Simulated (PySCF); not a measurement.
# [Lu(BH4)4]−: other functionals and bases at one geometry

How far do other levels of theory move the description of [Lu(BH4)4]−, and what does each cost? The species was built from a template and needn't be a known compound.

Computed with PySCF 2.14.0. Level: several levels, as the steps say, no spin–orbit coupling.

1 further run of the same task is left out (for a known fault of the program). Runs told in other sessions of the task aren't counted.

## (1) The starting structure

21 atoms, charge -1, spin multiplicity 1.

Bond lengths: Lu1–B2 2.466 Å, Lu1–H4 2.325 Å, Lu1–H5 2.307 Å, Lu1–H6 2.307 Å, Lu1–B7 2.466 Å, Lu1–H9 2.325 Å, Lu1–H10 2.307 Å, Lu1–H11 2.307 Å, Lu1–B12 2.451 Å, Lu1–H14 2.287 Å, Lu1–H15 2.299 Å, Lu1–H16 2.299 Å, Lu1–B17 2.451 Å, Lu1–H19 2.287 Å, Lu1–H20 2.299 Å, Lu1–H21 2.299 Å, B2–H3 1.215 Å, B2–H4 1.242 Å and more. Angles: B2–Lu1–H4 29.9°, B2–Lu1–H5 29.9°, B2–Lu1–H6 29.9°, B2–Lu1–B7 114.2°, B2–Lu1–H9 84.4°, B2–Lu1–H10 125.6°, B2–Lu1–H11 125.6°, B2–Lu1–B12 108.8°, B2–Lu1–H14 93.4°, B2–Lu1–H15 139.0°, B2–Lu1–H16 91.3°, B2–Lu1–B17 108.8°, B2–Lu1–H19 93.4°, B2–Lu1–H20 91.3°, B2–Lu1–H21 139.0°, H4–Lu1–H5 51.1°, H4–Lu1–H6 51.1°, H4–Lu1–B7 84.4° and more.

As a file:

| atom | x (Å) | y (Å) | z (Å) |
| --- | --- | --- | --- |
| Lu1 | 0.0000 | 0.0000 | 0.0537 |
| B2 | 1.4643 | 1.4643 | 1.3924 |
| H3 | 2.1896 | 2.1896 | 2.0432 |
| H4 | 0.7529 | 0.7529 | 2.1202 |
| H5 | 2.1132 | 0.6997 | 0.6591 |
| H6 | 0.6997 | 2.1132 | 0.6591 |
| B7 | -1.4643 | -1.4643 | 1.3924 |
| H8 | -2.1896 | -2.1896 | 2.0432 |
| H9 | -0.7529 | -0.7529 | 2.1202 |
| H10 | -2.1132 | -0.6997 | 0.6591 |
| H11 | -0.6997 | -2.1132 | 0.6591 |
| B12 | 1.3927 | -1.3927 | -1.4046 |
| H13 | 2.0863 | -2.0863 | -2.1195 |
| H14 | 1.6080 | -1.6080 | -0.1928 |
| H15 | 0.1781 | -1.5948 | -1.5920 |
| H16 | 1.5948 | -0.1781 | -1.5920 |
| B17 | -1.3927 | 1.3927 | -1.4046 |
| H18 | -2.0863 | 2.0863 | -2.1195 |
| H19 | -1.6081 | 1.6081 | -0.1928 |
| H20 | -0.1781 | 1.5948 | -1.5920 |
| H21 | -1.5948 | 0.1781 | -1.5920 |

Formal oxidation states: Lu +3. Each metal's 14 4f electrons lie in its core potential, so multiplicities, spins and levels count the valence alone. An earlier session relaxed this geometry at PBE0, Lu lcecp-1-SVP with ECP60, B def2-SVP, H def2-SVP (singlet, point group C2v). Its vibrations showed it to be a saddle point, relaxed within its symmetry.

At PBE0 on the finer grid: E = -148.908231 Eh, HOMO -4.90 eV, LUMO 3.77 eV, Mulliken charge on Lu1 +0.13 e, largest force component 0.012 eV/Å. 

Levels to run: B3LYP; TPSS; PBE0, TZVP. Hardware: 4 threads of Intel Xeon Platinum 8488C (Sapphire Rapids), shared host.

## (2) B3LYP

File run.py (the lines that set the calculation):

```python
mol = gto.M(atom='''
Lu     0.00000     0.00000     0.05369
B      1.46432     1.46432     1.39243
H      2.18961     2.18960     2.04316
H      0.75289     0.75289     2.12018
H      2.11321     0.69967     0.65908
H      0.69967     2.11321     0.65908
B     -1.46432    -1.46432     1.39243
H     -2.18960    -2.18961     2.04316
H     -0.75289    -0.75289     2.12018
H     -2.11321    -0.69967     0.65908
H     -0.69967    -2.11321     0.65908
B      1.39275    -1.39275    -1.40458
H      2.08635    -2.08635    -2.11952
H      1.60805    -1.60805    -0.19280
H      0.17807    -1.59479    -1.59199
H      1.59479    -0.17807    -1.59199
B     -1.39275     1.39275    -1.40458
H     -2.08635     2.08635    -2.11952
H     -1.60807     1.60807    -0.19280
H     -0.17807     1.59479    -1.59198
H     -1.59479     0.17807    -1.59198''',
    basis={'Lu': 'lcecp-1-SVP', 'B': 'def2-SVP', 'H': 'def2-SVP'},
    ecp={'Lu': 'lcecp-1-SVP'},
    charge=-1, spin=0)
mf = dft.RKS(mol, xc='B3LYP')
mf.grids.atom_grid = (75, 302)  # f atoms: unpruned, at least (60, 302)
mf = mf.density_fit()  # fitting sets: Lu AutoAux, B def2-universal-JKFIT, H def2-universal-JKFIT
mf.conv_tol = 1e-08; mf.max_cycle = 55
mf.kernel(dm0)  # dm0: the density of the relaxed state
```

The run is started by

```sh
OMP_NUM_THREADS=4 python run.py
```

The log of the run:

```text
init E= -149.129824017031
  HOMO = -0.171846633531355  LUMO = 0.13368623750132  gap/eV = 8.31397
cycle= 1 E= -149.131511561639  delta_E= -0.00169  |g|= 0.0167  |ddm|= 0.425
  HOMO = -0.172616895861803  LUMO = 0.129405288593027  gap/eV = 8.21844
cycle= 2 E= -149.131514782223  delta_E= -3.22e-06  |g|= 0.0166  |ddm|= 0.0579
  HOMO = -0.171274773415876  LUMO = 0.132260445177596  gap/eV = 8.25961
cycle= 3 E= -149.131617316929  delta_E= -0.000103  |g|= 0.00202  |ddm|= 0.0306
  HOMO = -0.171407352352194  LUMO = 0.131970263127585  gap/eV = 8.25533
cycle= 4 E= -149.131618601529  delta_E= -1.28e-06  |g|= 0.000695  |ddm|= 0.00365
  HOMO = -0.171478277826786  LUMO = 0.131957220906148  gap/eV = 8.25690
cycle= 5 E= -149.131618776013  delta_E= -1.74e-07  |g|= 4.1e-05  |ddm|= 0.000886
  HOMO = -0.171472484769608  LUMO = 0.131959930655473  gap/eV = 8.25682
cycle= 6 E= -149.131618776647  delta_E= -6.34e-10  |g|= 1.38e-05  |ddm|= 0.000146
  HOMO = -0.171472802258149  LUMO = 0.131959486041862  gap/eV = 8.25681
Extra cycle  E= -149.131618776666  delta_E= -1.97e-11  |g|= 1.11e-05  |ddm|= 4.18e-05
converged SCF energy = -149.131618776666
```

It took 18 s on 4 threads of Intel Xeon Platinum 8488C (Sapphire Rapids), shared host.

Result: E = -149.131619 Eh, HOMO -4.67 eV, LUMO 3.59 eV, Mulliken charge on Lu1 -0.19 e, largest force component 0.109 eV/Å. 

## (3) TPSS

run.py (the lines that set the calculation), as its differences from that of step 2:

```diff
@@ -25,3 +25,3 @@
     charge=-1, spin=0)
-mf = dft.RKS(mol, xc='B3LYP')
+mf = dft.RKS(mol, xc='TPSS')
 mf.grids.atom_grid = (75, 302)  # f atoms: unpruned, at least (60, 302)
```

The run is started by

```sh
OMP_NUM_THREADS=4 python run.py
```

The log of the run:

```text
init E= -149.162442122591
  HOMO = -0.142379312278587  LUMO = 0.113787228692189  gap/eV = 6.97065
cycle= 1 E= -149.165200109676  delta_E= -0.00276  |g|= 0.0375  |ddm|= 0.236
  HOMO = -0.142382363049737  LUMO = 0.11680683641699  gap/eV = 7.05290
cycle= 2 E= -149.16510401439  delta_E= 9.61e-05  |g|= 0.0403  |ddm|= 0.0943
  HOMO = -0.140461554316892  LUMO = 0.115866251733562  gap/eV = 6.97503
cycle= 3 E= -149.165670797888  delta_E= -0.000567  |g|= 0.00587  |ddm|= 0.0541
  HOMO = -0.14031362826372  LUMO = 0.116599477917301  gap/eV = 6.99096
cycle= 4 E= -149.165683183887  delta_E= -1.24e-05  |g|= 0.0015  |ddm|= 0.0111
  HOMO = -0.140595125540043  LUMO = 0.116279478530498  gap/eV = 6.98991
cycle= 5 E= -149.165684078848  delta_E= -8.95e-07  |g|= 7.06e-05  |ddm|= 0.00279
  HOMO = -0.140590739025979  LUMO = 0.116283052979369  gap/eV = 6.98989
cycle= 6 E= -149.165684080517  delta_E= -1.67e-09  |g|= 1.89e-05  |ddm|= 0.000185
  HOMO = -0.1405877814444  LUMO = 0.116283316493562  gap/eV = 6.98982
Extra cycle  E= -149.165684080485  delta_E= 3.18e-11  |g|= 2.13e-05  |ddm|= 6.75e-05
converged SCF energy = -149.165684080485
```

Wall time 29 s (4 threads of Intel Xeon Platinum 8488C (Sapphire Rapids), shared host).

Read off: E = -149.165684 Eh, HOMO -3.83 eV, LUMO 3.16 eV, Mulliken charge on Lu1 +0.04 e, largest force component 0.113 eV/Å. 

## (4) PBE0, TZVP

Basis: Lu lcecp-1-TZVP with ECP60, B def2-TZVP, H def2-TZVP. 

run.py (the lines that set the calculation), as its differences from that of step 3:

```diff
@@ -22,6 +22,6 @@
 H     -1.59479     0.17807    -1.59198''',
-    basis={'Lu': 'lcecp-1-SVP', 'B': 'def2-SVP', 'H': 'def2-SVP'},
-    ecp={'Lu': 'lcecp-1-SVP'},
+    basis={'Lu': 'lcecp-1-TZVP', 'B': 'def2-TZVP', 'H': 'def2-TZVP'},
+    ecp={'Lu': 'lcecp-1-TZVP'},
     charge=-1, spin=0)
-mf = dft.RKS(mol, xc='TPSS')
+mf = dft.RKS(mol, xc='PBE0')
 mf.grids.atom_grid = (75, 302)  # f atoms: unpruned, at least (60, 302)
@@ -29,2 +29,2 @@
 mf.conv_tol = 1e-08; mf.max_cycle = 55
-mf.kernel(dm0)  # dm0: the density of the relaxed state
+mf.kernel(dm0)  # dm0: free metal ions and neutral atoms
```

The run is started by

```sh
OMP_NUM_THREADS=4 python run.py
```

The log of the run:

```text
init E= -151.598018551632
  HOMO = -0.171450817563738  LUMO = 0.111844666945841  gap/eV = 7.70886
cycle= 1 E= -149.006786263812  delta_E= 2.59  |g|= 0.465  |ddm|= 3.18
  HOMO = -0.182421558162533  LUMO = 0.126395801614388  gap/eV = 8.40335
cycle= 2 E= -149.019552553876  delta_E= -0.0128  |g|= 0.165  |ddm|= 0.407
  HOMO = -0.179024298372118  LUMO = 0.125675876484277  gap/eV = 8.29131
cycle= 3 E= -149.024748186732  delta_E= -0.0052  |g|= 0.0934  |ddm|= 0.204
  HOMO = -0.180753474447569  LUMO = 0.125943710588728  gap/eV = 8.34566
cycle= 4 E= -149.027714912128  delta_E= -0.00297  |g|= 0.0126  |ddm|= 0.0881
  HOMO = -0.182178742646434  LUMO = 0.12555599213373  gap/eV = 8.37389
cycle= 5 E= -149.027765907368  delta_E= -5.1e-05  |g|= 0.00234  |ddm|= 0.0158
  HOMO = -0.181766981035528  LUMO = 0.125690060268763  gap/eV = 8.36633
cycle= 6 E= -149.02776789049  delta_E= -1.98e-06  |g|= 0.000417  |ddm|= 0.00353
  HOMO = -0.181812707102534  LUMO = 0.125671995060142  gap/eV = 8.36708
cycle= 7 E= -149.02776795241  delta_E= -6.19e-08  |g|= 6.88e-05  |ddm|= 0.000546
  HOMO = -0.181819954459733  LUMO = 0.125672242204105  gap/eV = 8.36729
cycle= 8 E= -149.027767953724  delta_E= -1.31e-09  |g|= 1.6e-05  |ddm|= 8.44e-05
  HOMO = -0.181816784939982  LUMO = 0.125672475595573  gap/eV = 8.36721
Extra cycle  E= -149.027767953725  delta_E= -1.71e-12  |g|= 1.6e-05  |ddm|= 3.3e-05
converged SCF energy = -149.027767953725
```

Run time: 33 s. Hardware: 4 threads of Intel Xeon Platinum 8488C (Sapphire Rapids), shared host.

Read off: E = -149.027768 Eh, HOMO -4.95 eV, LUMO 3.42 eV, Mulliken charge on Lu1 +0.85 e, largest force component 0.170 eV/Å. 

## (5) Results

| level | state | HOMO (eV) | gap (eV) | charge on Lu1 (e) | dipole (D) | largest force component (eV/Å) | basis functions | time |
| --- | --- | --- | --- | --- | --- | --- | --- | --- |
| PBE0 (relaxed here) | singlet | -4.90 | 8.67 | 0.13 | 0.16 | 0.01 | 169 | 15 s |
| B3LYP | singlet | -4.67 | 8.26 | -0.19 | 0.16 | 0.11 | 169 | 18 s |
| TPSS | singlet | -3.83 | 6.99 | 0.04 | 0.16 | 0.11 | 169 | 29 s |
| PBE0, TZVP | singlet | -4.95 | 8.37 | 0.85 | 0.18 | 0.17 | 267 | 33 s |

Times are on 4 threads of Intel Xeon Platinum 8488C (Sapphire Rapids), shared host; the first row also made further properties. The dipole of a charged species depends on the origin, so these sizes hold for this origin alone.

In one basis the HOMO–LUMO gap runs from 6.99 eV (TPSS) to 8.67 eV (PBE0). The largest leftover force, 0.17 eV/Å with PBE0, TZVP, stands at a geometry relaxed at another level. The Mulliken charge on Lu spans -0.19 to +0.85 e over the levels. With 4f in the core, its levels are missing from HOMO and gap, and its count is fixed, so no charge can pass from the ligands into it. Total energies of different levels can't be compared. Spin–orbit coupling is left out throughout.
